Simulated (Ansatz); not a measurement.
**CH7NO2Si: a ladder of functionals and wavefunction methods**

One table from this session's results is given with a row withheld; the runs are named, their logs left out.

Computed with Ansatz 0.2.0, Gaussian basis. Level: functionals in def2-TZVPP, the program's frozen cores in correlated methods.

The runs, in order: PBE-D4, r2SCAN-D4, PBE0-D4, B3LYP-D4, ωB97X-V, ωB97M-V, B2PLYP; CCSD(T)/def2-TZVPP; MP2/def2-QZVPP; extrapolation to the limit.

## Structure used throughout

An earlier PBE0-D4 in a triple-zeta def2 set relaxation fixed the geometry.

12 atoms, charge 0, spin multiplicity 1.

Atoms are counted from 1 here; the program's logs count them from 0.

Bond lengths: O1–C2 1.433 Å, O1–H6 0.962 Å, C2–N3 1.419 Å, C2–H7 1.097 Å, C2–H8 1.096 Å, N3–Si4 1.729 Å, N3–H9 1.010 Å, Si4–O5 1.644 Å, Si4–H10 1.479 Å, Si4–H11 1.487 Å, O5–H12 0.962 Å. Angles: C2–O1–H6 108.8°, O1–C2–N3 109.8°, O1–C2–H7 109.2°, O1–C2–H8 109.8°, N3–C2–H7 109.0°, N3–C2–H8 110.3°, H7–C2–H8 108.6°, C2–N3–Si4 118.8°, C2–N3–H9 112.8°, Si4–N3–H9 117.1°, N3–Si4–O5 114.3°, N3–Si4–H10 109.0°, N3–Si4–H11 104.5°, O5–Si4–H10 105.9°, O5–Si4–H11 111.0°, H10–Si4–H11 112.2°, Si4–O5–H12 113.1°.

As a file:

```
O    -1.67868    0.08405   -0.24088
C    -0.80616   -1.02517    0.00498
N     0.33481   -0.58950    0.72676
Si    1.39479    0.56332   -0.00520
O     0.77365    2.08226   -0.11106
H    -2.41275   -0.21348   -0.78684
H    -0.48210   -1.44977   -0.95347
H    -1.33899   -1.79960    0.56891
H     0.15623   -0.48757    1.71555
H     2.61901    0.68156    0.81710
H     1.67617    0.00618   -1.35479
H    -0.15886    2.09271   -0.34697
```

The first run:

in.yaml reads:

```yaml
crystal:
  periodic: [false, false, false]
  atoms:
    - {symbol: O, position_ang: [-1.678684, 0.084053, -0.240875]}
    - {symbol: C, position_ang: [-0.806163, -1.025165, 0.004981]}
    - {symbol: N, position_ang: [0.334809, -0.589502, 0.726764]}
    - {symbol: Si, position_ang: [1.394786, 0.563325, -0.005203]}
    - {symbol: O, position_ang: [0.773647, 2.082261, -0.111059]}
    - {symbol: H, position_ang: [-2.412751, -0.213479, -0.786843]}
    - {symbol: H, position_ang: [-0.482097, -1.449773, -0.953465]}
    - {symbol: H, position_ang: [-1.338991, -1.799600, 0.568911]}
    - {symbol: H, position_ang: [0.156228, -0.487570, 1.715549]}
    - {symbol: H, position_ang: [2.619006, 0.681564, 0.817102]}
    - {symbol: H, position_ang: [1.676168, 0.006183, -1.354788]}
    - {symbol: H, position_ang: [-0.158859, 2.092705, -0.346974]}
basis:
  gaussian: {orbitals: def2-TZVPP}
hamiltonian: {xc: pbe, dispersion: d4}
output: {forces: true, orbitals: {seedname: orbitals}}
```

Launch:

```
$ ansatz run in.yaml --threads 4 --pin off --events-out ev --progress --plain --max-ram 10444MiB
```

Among the steps run: PBE-D4 (GGA); r2SCAN-D4 (meta-GGA); PBE0-D4 (hybrid); B3LYP-D4 (hybrid); ωB97X-V (range-separated); ωB97M-V (range-separated); B2PLYP (double hybrid); CCSD(T) in def2-TZVPP; MP2 in def2-QZVPP.

One table of the session follows, with a row left open; its other results are not shown here.

It belongs to the step «Atomisation energies». 

| method | atomisation energy (kJ/mol) |
| --- | --- |
| PBE-D4 | 4465.6 |
| r2SCAN-D4 | 4386.4 |
| PBE0-D4 | ? |
| B3LYP-D4 | 4394.6 |
| ωB97X-V | 4414.2 |
| ωB97M-V | 4415.7 |
| B2PLYP | 4348.4 |
| HF/def2-TZVPP | 3064.3 |
| MP2/def2-TZVPP | 4352.8 |
| CCSD/def2-TZVPP | 4210.9 |
| CCSD(T)/def2-TZVPP | 4276.6 |
| MP2/CBS | 4488.1 |
| CCSD(T)/CBS | 4411.9 |

Estimate the missing values for PBE0-D4.

As computed: atomisation energy (kJ/mol): 4368.4. In the column «atomisation energy (kJ/mol)» it lies between MP2/def2-TZVPP (4352.8) and r2SCAN-D4 (4386.4).

Caveats from the session: Free atoms (2 O, 1 C, 1 N, 1 Si, 7 H) were run apart at each level; the atomisation energy is their sum less the molecule, without zero-point or spin-orbit terms.
